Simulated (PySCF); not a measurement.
**The bond of RbSr, level by level**

What are the lowest state that PBE0 finds, the bond length, vibrational wavenumber and bond energy of RbSr, and how much do these hang on the method?

The runs use PySCF 2.14.0; Rb def2-SVP with ECP28, Sr def2-SVP with ECP28, scalar-relativistic core potentials.

## (1) The job

A driver script around PySCF takes these settings:

* atoms: Rb, Sr
* charge: 0
* basis: Rb def2-SVP with ECP28, Sr def2-SVP with ECP28
* Hamiltonian: scalar-relativistic core potentials
* basis functions: 47
* electrons treated: 19
* masses in u: 84.9118, 87.9056
* levels: PBE0, PBE, r²SCAN, BP86, revPBE, M06-2X, HF, MP2, SCS-MP2, CCSD, CCSD(T)
* grid: 80 radial by 434 angular points
* occupations: held fixed by the projection of orbital angular momentum
* dissociation limit: Rb + Sr, each in its ground configuration
* starting distance in angstrom: 3.770
* values of 2S to try: 1, 3

Run with:

```
OMP_NUM_THREADS=1 python dia.py task.json out
```

Further steps of the session: PBE0 along the bond; Higher solutions at PBE0; PBE; r²SCAN (meta-GGA); BP86; revPBE (GGA); M06-2X (hybrid meta-GGA); ROHF; MP2 and coupled cluster.

**Question.** What will these runs give? Wanted: for each run, Re; ωe; De; μ.

As calculated:

Lowest PBE0 solution found, without spin–orbit coupling: ²Σ⁺ (doublet), unpaired electrons σ ↑. State 3 has its PBE0 minimum 1.53 eV higher. The other levels ran on the lowest alone.

```csv
level,Re (Å),ωe (cm⁻¹),De (eV),μ (D)
ROHF-MP2,5.181,24.8,0.090,n/a
ROHF-SCS-MP2,5.267,22.8,0.075,n/a
ROHF-CCSD,5.128,26.4,0.093,n/a
ROHF-CCSD(T),5.060,28.3,0.107,n/a
PBE,4.645,43.6,0.193,-1.44
revPBE,4.738,41.2,0.165,-1.63
BP86,4.684,40.3,0.149,-1.24
r²SCAN,4.718,43.1,0.207,-2.49
PBE0,4.689,42.2,0.172,-1.78
M06-2X,4.484,50.3,0.282,-0.07
```

De is counted to Rb + Sr in their ground configurations. A positive dipole means Rb(−)Sr(+). No constants: ROHF (no minimum is bracketed among the points kept).

The methods spread over 0.783 Å in bond length, from M06-2X to ROHF-SCS-MP2. CCSD(T) can't serve as the judge here: for a weak bond in this basis it is far from its limit. Of the levels with a De here, ROHF-SCS-MP2 gives the least (0.075 eV) and M06-2X the most (0.282 eV).

The bond is weak, and basis-set superposition, which was not computed, may be a sizeable part of it. Spin–orbit coupling is left out.
